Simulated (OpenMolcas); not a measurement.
**A workflow on CH2FNSi (SMILES FC1=N[SiH2]1)**

Wanted: a single-point energy (HF/ANO-R0), then the energy (CASSCF(2,2)/ANO-R1), then the energy along one coordinate (CASPT2(2,2)/ANO-R1), then the energy along one coordinate (SC-NEVPT2(2,2)/ANO-R1), then an energy scan (MC-PDFT[tPBE](2,2)/ANO-R1) of CH2FNSi. 

The calculation is run with OpenMolcas 26.06.

## (1) The molecule

CH2FNSi has 6 atoms, charge 0, and is taken as a singlet. SMILES: `FC1=N[SiH2]1`. The shape is that of a PBE0-D4/def2-TZVP optimisation.

Bond lengths: F1–C2 1.313 Å, C2–N3 1.261 Å, C2–Si4 1.766 Å, N3–Si4 1.801 Å, Si4–H5 1.477 Å, Si4–H6 1.477 Å. Angles: F1–C2–N3 128.8°, F1–C2–Si4 160.4°, N3–C2–Si4 70.8°, C2–N3–Si4 67.8°, C2–Si4–N3 41.4°, C2–Si4–H5 122.2°, C2–Si4–H6 122.2°, N3–Si4–H5 118.8°, N3–Si4–H6 118.8°, H5–Si4–H6 113.7°.

## (2) A single-point energy at HF/ANO-R0 (sfX2C) (run 1)

input.xyz

```xyz
6

F      1.423100    -1.608300     0.851500
C      0.513000    -0.815400     0.333600
N     -0.624100    -1.110900    -0.124500
Si    -0.284400     0.654600    -0.233900
H      0.001700     1.243400    -1.557500
H     -0.987300     1.572700     0.684600
```

step1.input

```
&GATEWAY
COORD=input.xyz
BASIS=ANO-R0
GROUP=NoSym
&SEWARD
&SCF
PRORBITALS=0
&LOCALISATION
OCCUPIED
FREEZE
PIPEK-MEZEY
&LOCALISATION
FILEORB=$Project.LocOrb
VIRTUAL
PIPEK-MEZEY
```

The run is started by

```sh
export MOLCAS_MEM=1860
pymolcas step1.input > step1.log
```

The log of the run:

```text
--- Start Module: gateway ---
[...]
--- Stop Module: gateway /rc=_RC_ALL_IS_WELL_ ---
[...]
      Basis functions           26
[...]
       Convergence after  13 Iterations
[...]
::    Total SCF energy                               -482.0177702732
[...]
      Total spin, S                                     0.0000000000
[...]
      Total electronic charge=   38.000000
      Total            charge=   -0.000000
[...]
      Dipole Moment (debye):
      Origin of the operator (angstrom)=    0.2067   -0.4633    0.1469
                   X=  6.3783E-01               Y= -8.2295E-02               Z=  2.9350E-01           Total=  7.0693E-01
      Quadrupole Moment (debye*angstrom):
[...]
--- Start Module: localisation ---
[...]
--- Stop Module: localisation /rc=_RC_ALL_IS_WELL_ ---
--- Start Module: localisation ---
[...]
--- Stop Module: localisation /rc=_RC_ALL_IS_WELL_ ---
[...]
```

Wall time 2.9 s (1 thread of Arm Neoverse V1, shared host); peak memory 0.38 GiB.

## (3) The energy at CASSCF(2,2)/ANO-R1 (sfX2C) (run 2)

input.xyz is that of step 2.

step2.inp

```
* CH2FNSi CASSCF
&gateway
coord=input.xyz
basis=ANO-R0
group=NoSym
&seward
&rasscf
fileorb=$CurrDir/step1.LocOrb
alter=2
1 12 19
1 20 25
spin=1
nactel=2 0 0
inactive=18
ras2=2
orblisting=Nothing
>>> COPY $Project.RunFile RUNFIL1
>>> COPY $Project.RasOrb INPORB
&gateway
coord=input.xyz
basis=ANO-R1
group=NoSym
&seward
>>> COPY $Project.RunFile RUNFIL2
&expbas
&rasscf
fileorb=$Project.ExpOrb
spin=1
nactel=2 0 0
inactive=18
ras2=2
orblisting=Nothing
orbappear=Compact
```

The run is started by

```sh
export MOLCAS_MEM=1860
pymolcas step2.inp > step2.log
```

The log of the run:

```text
--- Start Module: gateway ---
[...]
--- Stop Module: gateway /rc=_RC_ALL_IS_WELL_ ---
[...]
      Basis functions           26
[...]
      Number of active orbitals                  2
[...]
      Spin quantum number                      0.0
[...]
      Active orbitals                            2
[...]
      Number of CSFs                             3
[...]
      Number of root(s) required                 1
[...]
      Convergence after 12 iterations
[...]
      printout of CI-coefficients larger than  0.05 for root  1
      energy=    -482.038622
      conf/sym  11     Coeff  Weight
             1  20   0.99407 0.98817
             3  02  -0.10876 0.01183
      Natural orbitals and occupation numbers for root  1
      sym 1:   1.976343   0.023657
      ************************************************************************************************************************
      *                                                    Final results                                                     *
[...]
::    RASSCF root number  1 Total energy:   -482.03862245
[...]
      Basis functions           70
[...]
--- Start Module: expbas ---
[...]
--- Stop Module: expbas /rc=_RC_ALL_IS_WELL_ ---
--- Start Module: rasscf ---
[...]
      Convergence after 19 iterations
[...]
      Natural orbitals and occupation numbers for root  1
      sym 1:   1.981371   0.018629
      ************************************************************************************************************************
      *                                                    Final results                                                     *
[...]
::    RASSCF root number  1 Total energy:   -482.61425766
[...]
      Total electronic charge=   38.000000
      Total            charge=   -0.000000
[...]
      Dipole Moment (debye):
      Origin of the operator (angstrom)=    0.2067   -0.4633    0.1469
                   X=  1.8207E-01               Y=  3.3335E+00               Z= -4.0915E-01           Total=  3.3634E+00
      Quadrupole Moment (debye*angstrom):
[...]
--- Stop Module: rasscf /rc=_RC_ALL_IS_WELL_ ---
[...]
```

Run time: 12 s. Hardware: 1 thread of Arm Neoverse V1, shared host; peak memory 0.43 GiB.

## (4) An energy scan at CASPT2(2,2)/ANO-R1 (sfX2C, ipea shift 0.25 Eh, pt2 variant SS) (run 3)

step3.input

```
* CH2FNSi CASPT2
>>> COPY $CurrDir/step2.RasOrb $Project.RasOrb
>>> ForEach K in (1, 2, 3, 4, 5, 6, 7, 8, 9)
&gateway
coord = $CurrDir/point$K.xyz
basis = ANO-R1
group = NoSym
&seward
&rasscf
fileorb = $Project.RasOrb
spin = 1
nactel = 2 0 0
inactive = 18
ras2 = 2
orblisting = Nothing
orbappear = Compact
&caspt2
imaginary = 0.2
frozen = 8
>>> EndDo
```

The run is started by

```sh
export MOLCAS_MEM=1860
pymolcas step3.input > step3.log
```

The log of the run, shortened:

```text
[...]
      Basis functions           70
[...]
      Number of active orbitals                  2
[...]
      Spin quantum number                      0.0
[...]
      Active orbitals                            2
[...]
      Number of CSFs                             3
[...]
      Number of root(s) required                 1
[...]
      Convergence after 12 iterations
[...]
      Natural orbitals and occupation numbers for root  1
      sym 1:   1.989216   0.010784
      ************************************************************************************************************************
      *                                                    Final results                                                     *
[...]
::    RASSCF root number  1 Total energy:   -482.59503866
[...]
      E2 (Variational):          -0.5521414325
[...]
::    CASPT2 Root  1     Total energy:   -483.14718009
[...]
      Convergence after 12 iterations
[...]
      Natural orbitals and occupation numbers for root  1
      sym 1:   1.981406   0.018594
      ************************************************************************************************************************
      *                                                    Final results                                                     *
[...]
      Convergence after 17 iterations
[...]
      Natural orbitals and occupation numbers for root  1
      sym 1:   1.666311   0.333689
      ************************************************************************************************************************
      *                                                    Final results                                                     *
[...]
      Convergence after 20 iterations
[...]
      Natural orbitals and occupation numbers for root  1
      sym 1:   1.388858   0.611142
      ************************************************************************************************************************
      *                                                    Final results                                                     *
[...]
      Convergence after 13 iterations
[...]
::    RASSCF root number  1 Total energy:   -482.47242624
[...]
::    CASPT2 Root  1     Total energy:   -482.99202199
[...]
      Convergence after 13 iterations
[...]
::    RASSCF root number  1 Total energy:   -482.47089522
[...]
      E2 (Variational):          -0.5180670316
[...]
::    CASPT2 Root  1     Total energy:   -482.98896226
[...]
```

Run time: 84 s. Hardware: 1 thread of Arm Neoverse V1, shared host; peak memory 0.43 GiB.

The scan, from its lowest point:

```tsv
C2–F1 (Å)	energy (kJ/mol)
1.182	45.6
1.313	0.0
1.445	33.8
1.642	131.3
1.905	258.9
2.233	366.2
2.627	427.8
3.152	453.0
3.940	461.0
```

## (5) The energy along one coordinate at SC-NEVPT2(2,2)/ANO-R1 (sfX2C, pt2 variant SC-NEVPT2) (run 4)

step4.input

```
* CH2FNSi NEVPT2
>>> COPY $CurrDir/step2.RasOrb $Project.RasOrb
>>> ForEach K in (1, 2, 3, 4, 5, 6, 7, 8, 9)
&GATEWAY
Coord
$CurrDir/point$K.xyz
Basis
ANO-R1
Group
NoSym
&SEWARD
&RASSCF
FileOrb
$Project.RasOrb
Spin
1
Nactel
2 0 0
Inactive
18
Ras2
2
OrbListing
Nothing
OrbAppear
Compact
&CASPT2
SC-NEVPT2
Frozen
8
>>> EndDo
```

The run is started by

```sh
export MOLCAS_MEM=1860
pymolcas step4.input > step4.log
```

The log of the run, shortened:

```text
[...]
      Basis functions           70
[...]
      Number of active orbitals                  2
[...]
      Spin quantum number                      0.0
[...]
      Active orbitals                            2
[...]
      Number of CSFs                             3
[...]
      Number of root(s) required                 1
[...]
      Convergence after 12 iterations
[...]
      Natural orbitals and occupation numbers for root  1
      sym 1:   1.989216   0.010784
      ************************************************************************************************************************
      *                                                    Final results                                                     *
[...]
::    RASSCF root number  1 Total energy:   -482.59503866
[...]
      E2 (Variational):          -0.5467979422
[...]
::    SC-NEVPT2 Root  1     Total energy:   -483.14174755
[...]
      Convergence after 12 iterations
[...]
      Natural orbitals and occupation numbers for root  1
      sym 1:   1.981406   0.018594
      ************************************************************************************************************************
      *                                                    Final results                                                     *
[...]
      Convergence after 17 iterations
[...]
      Natural orbitals and occupation numbers for root  1
      sym 1:   1.666311   0.333689
      ************************************************************************************************************************
      *                                                    Final results                                                     *
[...]
      Convergence after 20 iterations
[...]
      Natural orbitals and occupation numbers for root  1
      sym 1:   1.388858   0.611142
      ************************************************************************************************************************
      *                                                    Final results                                                     *
[...]
      Convergence after 13 iterations
[...]
::    RASSCF root number  1 Total energy:   -482.47242624
[...]
::    SC-NEVPT2 Root  1     Total energy:   -482.98822632
[...]
      Convergence after 13 iterations
[...]
::    RASSCF root number  1 Total energy:   -482.47089522
[...]
      E2 (Variational):          -0.5147256289
[...]
::    SC-NEVPT2 Root  1     Total energy:   -482.98562085
[...]
```

Run time: 84 s. Hardware: 1 thread of Arm Neoverse V1, shared host; peak memory 0.43 GiB.

The scan, from its lowest point:

```tsv
C2–F1 (Å)	energy (kJ/mol)
1.182	50.9
1.313	0.0
1.445	30.0
1.642	126.5
1.905	258.6
2.233	371.4
2.627	431.6
3.152	454.0
3.940	460.8
```

## (6) The energy along one coordinate at MC-PDFT[tPBE](2,2)/ANO-R1 (sfX2C) (run 5)

step5.input

```
>>> COPY $CurrDir/step2.RasOrb $Project.RasOrb
>>> ForEach K in (1, 2, 3, 4, 5, 6, 7, 8, 9)

&gateway
  coord=$CurrDir/point$K.xyz
  basis=ANO-R1
  group=NoSym

&seward

&rasscf
  fileorb=$Project.RasOrb
  spin=1
  nactel=2 0 0
  inactive=18
  ras2=2
  orblisting=Nothing
  orbappear=Compact

&mcpdft
  ksdft=T:PBE
>>> EndDo
```

The run is started by

```sh
export MOLCAS_MEM=1860
pymolcas step5.input > step5.log
```

The log of the run, shortened:

```text
--- Start Module: gateway ---
[...]
      Basis functions           70
[...]
      Number of active orbitals                  2
[...]
      Spin quantum number                      0.0
[...]
      Active orbitals                            2
[...]
      Number of CSFs                             3
[...]
      Number of root(s) required                 1
[...]
      Convergence after 12 iterations
[...]
      Natural orbitals and occupation numbers for root  1
      sym 1:   1.989216   0.010784
      ************************************************************************************************************************
      *                                                    Final results                                                     *
[...]
::    RASSCF root number  1 Total energy:   -482.59503866
[...]
::    MCPDFT root number  1 Total energy:   -483.73529779
[...]
      Convergence after 12 iterations
[...]
      Natural orbitals and occupation numbers for root  1
      sym 1:   1.981406   0.018594
      ************************************************************************************************************************
      *                                                    Final results                                                     *
[...]
      Convergence after 17 iterations
[...]
      Natural orbitals and occupation numbers for root  1
      sym 1:   1.666311   0.333689
      ************************************************************************************************************************
      *                                                    Final results                                                     *
[...]
      Convergence after 20 iterations
[...]
      Natural orbitals and occupation numbers for root  1
      sym 1:   1.388858   0.611142
      ************************************************************************************************************************
      *                                                    Final results                                                     *
[...]
      Convergence after 13 iterations
[...]
::    RASSCF root number  1 Total energy:   -482.47242624
[...]
::    MCPDFT root number  1 Total energy:   -483.57222719
[...]
      Convergence after 13 iterations
[...]
::    RASSCF root number  1 Total energy:   -482.47089522
[...]
      Total electronic charge=   38.000000
      Total            charge=   -0.000000
[...]
::    MCPDFT root number  1 Total energy:   -483.56861836
[...]
```

Run time: 86 s. Hardware: 1 thread of Arm Neoverse V1, shared host; peak memory 0.43 GiB.

The scan, from its lowest point:

```tsv
C2–F1 (Å)	energy (kJ/mol)
1.182	47.6
1.313	0.0
1.445	28.2
1.642	115.6
1.905	236.6
2.233	357.1
2.627	440.5
3.152	475.8
3.940	485.2
```

## (7) Summary of results

| quantity | value |
| --- | --- |
| run 1, HF/ANO-R0: total energy | -482.01777 Eh |
| run 1, HF/ANO-R0: dipole moment | 0.71 D |
| run 1, HF/ANO-R0: HOMO energy | -10.84 eV |
| run 1, HF/ANO-R0: LUMO energy | 2.63 eV |
| run 1, HF/ANO-R0: HOMO–LUMO gap | 13.46 eV |
| run 2, CASSCF(2,2)/ANO-R1: total energy | -482.61426 Eh |
| run 2, CASSCF(2,2)/ANO-R1: dipole moment (CASSCF density) | 3.36 D |
| run 3, CASPT2(2,2)/ANO-R1: lowest energy of the scan | -483.16457 Eh |
| run 4, SC-NEVPT2(2,2)/ANO-R1: lowest energy of the scan | -483.16115 Eh |
| run 5, MC-PDFT[tPBE](2,2)/ANO-R1: lowest energy of the scan | -483.75344 Eh |

Mulliken charges (run 1, HF/ANO-R0) run from -0.17 on N3 to +0.37 on Si4. Mulliken charges (run 2, CASSCF(2,2)/ANO-R1) run from -0.38 on N3 to +0.29 on C2; they depend strongly on the basis.
